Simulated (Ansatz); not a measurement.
HfMoC2 in Ansatz: the effect of functional

HfMoC2:

```
Hf Mo C
1.0
     3.19142    0.00000    0.00000
     0.00000    3.19142    0.00000
     0.00000    0.00000    4.48516
Hf Mo C
1 1 2
Direct
  0.00000 0.00000 0.00000
  0.50000 0.50000 0.50000
  0.50000 0.50000 0.00000
  0.00000 0.00000 0.50000
```

The cell comes from a database or a generator and needn't be the stable form of this composition.

Alike in all runs:

* Program: Ansatz 0.2.0
* Potentials or basis: Ansatz PAW
* k mesh: 5 × 5 × 4
* Occupations: fermi-dirac, width 0.05 eV
* Spin: no spin polarisation

```tsv
functional	cutoff	pressure (GPa)
LDA	420 eV (not typed: the program's choice for these potentials)	-14.0
PBEsol	420 eV (not typed: the program's choice for these potentials)	-8.6
RPBE	420 eV (not typed: the program's choice for these potentials)	?
revPBE	420 eV (not typed: the program's choice for these potentials)	2.1
BLYP	420 eV (not typed: the program's choice for these potentials)	9.1
r2SCAN	500 eV (not typed: the program's choice for these potentials)	-2.8
HSE06	420 eV (not typed: the program's choice for these potentials)	-6.8
PBE0	420 eV (not typed: the program's choice for these potentials)	-7.0
r2SCAN0	500 eV (not typed: the program's choice for these potentials)	-7.7
```

What does the run with functional RPBE give?

Pressure 3.2 GPa.

Caveats: all runs use coarse meshes; the PAW data sets come from PBE, with cores solved anew for the run's functional, which leaves a small shift of forces and pressure; the thresholds are loose for stress (some runs).

Runs at the PBE level aren't shown here.
